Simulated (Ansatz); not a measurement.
# MnRu: a single-point run

Wanted: a converged single-point run for MnRu, and a check of what comes out. The structure is shown as the input types it.

Method: DFT, PBEsol, PAW with Ansatz's default frozen-core files, scalar-relativistic, in Ansatz 0.2.0.

### 1 Starting point

The structure is hexagonal, space group P-6m2 (No. 187). Conventional cell: a = 2.331 Å, b = 2.331 Å, c = 3.610 Å, α = 90.00°, β = 90.00°, γ = 120.00°. Mn (site symmetry -6m2) is surrounded by 6 Ru at 2.25 Å and 6 Mn at 2.33 Å. Ru (site symmetry -6m2) is surrounded by 6 Mn at 2.25 Å and 6 Ru at 2.33 Å.

Coordinates:

```
CELL_PARAMETERS angstrom
2.33094 0.00000 0.00000
-1.16547 2.01866 0.00000
0.00000 0.00000 3.60978
ATOMIC_POSITIONS crystal
Mn 0.66667 0.33333 0.50000
Ru 0.33333 0.66667 0.00000
```

### 2 The run

input.yaml reads:

```yaml
crystal:
  lattice:
    - [2.3309425822, 0.0, 0.0]
    - [-1.1654712911, 2.0186554909, 0.0]
    - [0.0, 0.0, 3.6097800676]
  atoms:
    - { symbol: Mn, position: [0.6666666667, 0.3333333333, 0.5] }
    - { symbol: Ru, position: [0.3333333333, 0.6666666667, 0.0] }
kpoints:
  mp_grid: { grid: [13, 13, 7] }
scf:
  occupations: { method: fermi_dirac, width: 0.05 }
  lower_state_search: "off"
  max_iter: 75
hamiltonian:
  xc: pbesol
  pseudopotentials: { kind: paw }
output:
  forces: true
  stress: true
  eigenvalues: true
magnetization:
  spin_polarized: true
  initial_magnetization: 15
```

On the command line:

```sh
$ ansatz run input.yaml --threads 1 --pin off --max-ram 3072MiB --backend cpu --events-out ev --progress --plain --runs-dir out
```

What happens when this is run?

The run converged and reported no error, with warnings (seeded moment not kept). It gives a pressure of 238 GPa, which is large; a structure far from rest gives such values too, whatever the setting.

The suspect setting: magnetization.initial_magnetization is 15. The risk: unrealistic starting moment. The run ends with a total moment of 0.00 μB. It still converged here, which does not make the setting sound.

Run again and compare: delete magnetization.initial_magnetization (the default then holds).
